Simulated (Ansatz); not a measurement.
Born–Oppenheimer molecular dynamics of a periodic cell of 28 atoms, Li$_{4}$Ni$_{3}$Sn$_{5}$O$_{16}$ (host Li4Ni3Sn5O16, host structure P1). It goes on from the last frame of an earlier run, with new velocities.

The calculation used DFT PBEsol, scalar-relativistic, plane waves, PAW (Ansatz). Settings: cutoff 420 eV, k mesh 2x2x1, fermi-dirac smearing 0.05 eV, spin collinear.

* ensemble: NVT, Nosé–Hoover chain
* time step: 1 fs
* steps asked: 50
* set temperature: 1440 K
* thermostat: time constant 100 fs, chain length 3
* seed: 675112

First frame:

```xyz
28
Lattice="6.1107 0.0000 0.0000 3.0327 5.3751 0.0000 0.0115 0.1407 9.9075" Properties=species:S:1:pos:R:3
Li 3.053 1.573 0.904
Li 0.352 0.267 0.183
Li 0.115 0.015 4.986
Li 5.996 3.915 5.774
Ni 1.471 0.926 7.855
Ni 4.560 4.554 2.818
Ni 6.117 2.024 2.916
Sn 3.055 3.562 7.777
Sn 3.115 1.915 5.088
Sn 4.535 0.932 7.711
Sn 7.507 4.521 2.788
Sn 5.999 3.605 0.124
O 2.950 3.688 4.029
O 4.519 2.699 6.399
O 3.193 1.900 8.887
O 6.185 0.103 6.856
O 3.090 5.451 1.977
O 4.735 0.958 3.967
O 1.760 2.524 6.591
O 3.051 0.349 6.542
O 7.642 4.529 8.846
O 1.622 0.678 3.934
O 6.029 5.157 1.453
O 7.323 2.736 1.703
O 5.960 3.708 3.798
O 4.555 4.625 8.845
O 4.703 2.912 1.773
O 6.005 1.935 8.991
```

(1) What does the run give?

(2) What happens to the structure?

(3) How do temperature and energy run in time?

Answers

(1) All steps were run.

```
steps done                                               : 50
time covered                                             : 50 fs
mean temperature over the second half                    : 967 K
spread of the potential energy over the second half      : 7.6 meV per atom
mean potential energy of the second half above the start : 62.6 meV per atom
```

The conserved energy stayed within 0.15 meV per atom of its start (net change 0.082 meV per atom), so the integration is sound. The mean temperature of the second half is 33 % below the set value. A run of 0.05 ps of so small a system gives no equilibrium averages. No Hubbard correction was used and the magnetic state wasn't searched. Limits of this set-up: coarse k mesh.

(2) Mean squared displacements from the first frame to the last, about the centre of mass: Li 0.39 Å², Ni 0.14 Å², Sn 0.04 Å², O 0.09 Å². Another seed would give other details.

(3) 
```json
{"time (fs)": "0.0", "T (K)": "1440", "potential energy less start (eV)": "0.000", "conserved less start (meV/atom)": "0.00"}
{"time (fs)": "1.0", "T (K)": "1448", "potential energy less start (eV)": "-0.027", "conserved less start (meV/atom)": "0.00"}
{"time (fs)": "2.0", "T (K)": "1445", "potential energy less start (eV)": "-0.017", "conserved less start (meV/atom)": "0.00"}
{"time (fs)": "3.0", "T (K)": "1432", "potential energy less start (eV)": "0.028", "conserved less start (meV/atom)": "0.00"}
{"time (fs)": "4.0", "T (K)": "1409", "potential energy less start (eV)": "0.108", "conserved less start (meV/atom)": "0.00"}
{"time (fs)": "5.0", "T (K)": "1377", "potential energy less start (eV)": "0.221", "conserved less start (meV/atom)": "0.01"}
{"time (fs)": "6.0", "T (K)": "1337", "potential energy less start (eV)": "0.361", "conserved less start (meV/atom)": "0.02"}
{"time (fs)": "7.0", "T (K)": "1291", "potential energy less start (eV)": "0.522", "conserved less start (meV/atom)": "0.04"}
{"time (fs)": "8.0", "T (K)": "1240", "potential energy less start (eV)": "0.699", "conserved less start (meV/atom)": "0.06"}
{"time (fs)": "9.0", "T (K)": "1188", "potential energy less start (eV)": "0.882", "conserved less start (meV/atom)": "0.08"}
{"time (fs)": "10.0", "T (K)": "1137", "potential energy less start (eV)": "1.061", "conserved less start (meV/atom)": "0.10"}
{"time (fs)": "11.0", "T (K)": "1090", "potential energy less start (eV)": "1.227", "conserved less start (meV/atom)": "0.12"}
{"time (fs)": "12.0", "T (K)": "1049", "potential energy less start (eV)": "1.371", "conserved less start (meV/atom)": "0.14"}
{"time (fs)": "13.0", "T (K)": "1016", "potential energy less start (eV)": "1.486", "conserved less start (meV/atom)": "0.15"}
{"time (fs)": "14.0", "T (K)": "994", "potential energy less start (eV)": "1.566", "conserved less start (meV/atom)": "0.15"}
{"time (fs)": "15.0", "T (K)": "981", "potential energy less start (eV)": "1.613", "conserved less start (meV/atom)": "0.14"}
{"time (fs)": "16.0", "T (K)": "977", "potential energy less start (eV)": "1.627", "conserved less start (meV/atom)": "0.13"}
{"time (fs)": "17.0", "T (K)": "981", "potential energy less start (eV)": "1.616", "conserved less start (meV/atom)": "0.11"}
{"time (fs)": "18.0", "T (K)": "990", "potential energy less start (eV)": "1.586", "conserved less start (meV/atom)": "0.10"}
{"time (fs)": "19.0", "T (K)": "1002", "potential energy less start (eV)": "1.545", "conserved less start (meV/atom)": "0.08"}
{"time (fs)": "20.0", "T (K)": "1015", "potential energy less start (eV)": "1.500", "conserved less start (meV/atom)": "0.07"}
{"time (fs)": "21.0", "T (K)": "1028", "potential energy less start (eV)": "1.458", "conserved less start (meV/atom)": "0.06"}
{"time (fs)": "22.0", "T (K)": "1039", "potential energy less start (eV)": "1.423", "conserved less start (meV/atom)": "0.05"}
{"time (fs)": "23.0", "T (K)": "1046", "potential energy less start (eV)": "1.400", "conserved less start (meV/atom)": "0.05"}
{"time (fs)": "24.0", "T (K)": "1050", "potential energy less start (eV)": "1.389", "conserved less start (meV/atom)": "0.04"}
{"time (fs)": "25.0", "T (K)": "1050", "potential energy less start (eV)": "1.393", "conserved less start (meV/atom)": "0.04"}
{"time (fs)": "26.0", "T (K)": "1046", "potential energy less start (eV)": "1.411", "conserved less start (meV/atom)": "0.05"}
{"time (fs)": "27.0", "T (K)": "1038", "potential energy less start (eV)": "1.443", "conserved less start (meV/atom)": "0.05"}
{"time (fs)": "28.0", "T (K)": "1027", "potential energy less start (eV)": "1.486", "conserved less start (meV/atom)": "0.06"}
{"time (fs)": "29.0", "T (K)": "1014", "potential energy less start (eV)": "1.537", "conserved less start (meV/atom)": "0.07"}
{"time (fs)": "30.0", "T (K)": "1000", "potential energy less start (eV)": "1.592", "conserved less start (meV/atom)": "0.08"}
{"time (fs)": "31.0", "T (K)": "985", "potential energy less start (eV)": "1.646", "conserved less start (meV/atom)": "0.09"}
{"time (fs)": "32.0", "T (K)": "973", "potential energy less start (eV)": "1.694", "conserved less start (meV/atom)": "0.10"}
{"time (fs)": "33.0", "T (K)": "964", "potential energy less start (eV)": "1.732", "conserved less start (meV/atom)": "0.11"}
{"time (fs)": "34.0", "T (K)": "958", "potential energy less start (eV)": "1.756", "conserved less start (meV/atom)": "0.11"}
{"time (fs)": "35.0", "T (K)": "957", "potential energy less start (eV)": "1.766", "conserved less start (meV/atom)": "0.11"}
{"time (fs)": "36.0", "T (K)": "960", "potential energy less start (eV)": "1.763", "conserved less start (meV/atom)": "0.10"}
{"time (fs)": "37.0", "T (K)": "964", "potential energy less start (eV)": "1.752", "conserved less start (meV/atom)": "0.09"}
{"time (fs)": "38.0", "T (K)": "970", "potential energy less start (eV)": "1.737", "conserved less start (meV/atom)": "0.07"}
{"time (fs)": "39.0", "T (K)": "976", "potential energy less start (eV)": "1.723", "conserved less start (meV/atom)": "0.06"}
{"time (fs)": "40.0", "T (K)": "980", "potential energy less start (eV)": "1.717", "conserved less start (meV/atom)": "0.06"}
{"time (fs)": "41.0", "T (K)": "981", "potential energy less start (eV)": "1.721", "conserved less start (meV/atom)": "0.05"}
{"time (fs)": "42.0", "T (K)": "978", "potential energy less start (eV)": "1.737", "conserved less start (meV/atom)": "0.05"}
{"time (fs)": "43.0", "T (K)": "971", "potential energy less start (eV)": "1.768", "conserved less start (meV/atom)": "0.05"}
{"time (fs)": "44.0", "T (K)": "961", "potential energy less start (eV)": "1.812", "conserved less start (meV/atom)": "0.05"}
{"time (fs)": "45.0", "T (K)": "947", "potential energy less start (eV)": "1.868", "conserved less start (meV/atom)": "0.06"}
{"time (fs)": "46.0", "T (K)": "930", "potential energy less start (eV)": "1.936", "conserved less start (meV/atom)": "0.06"}
{"time (fs)": "47.0", "T (K)": "910", "potential energy less start (eV)": "2.012", "conserved less start (meV/atom)": "0.07"}
{"time (fs)": "48.0", "T (K)": "889", "potential energy less start (eV)": "2.094", "conserved less start (meV/atom)": "0.07"}
{"time (fs)": "49.0", "T (K)": "867", "potential energy less start (eV)": "2.180", "conserved less start (meV/atom)": "0.08"}
{"time (fs)": "50.0", "T (K)": "845", "potential energy less start (eV)": "2.267", "conserved less start (meV/atom)": "0.08"}
```

The run took 18 min on 2 threads of Arm Neoverse V2 (shared host), peak memory 1 GiB.
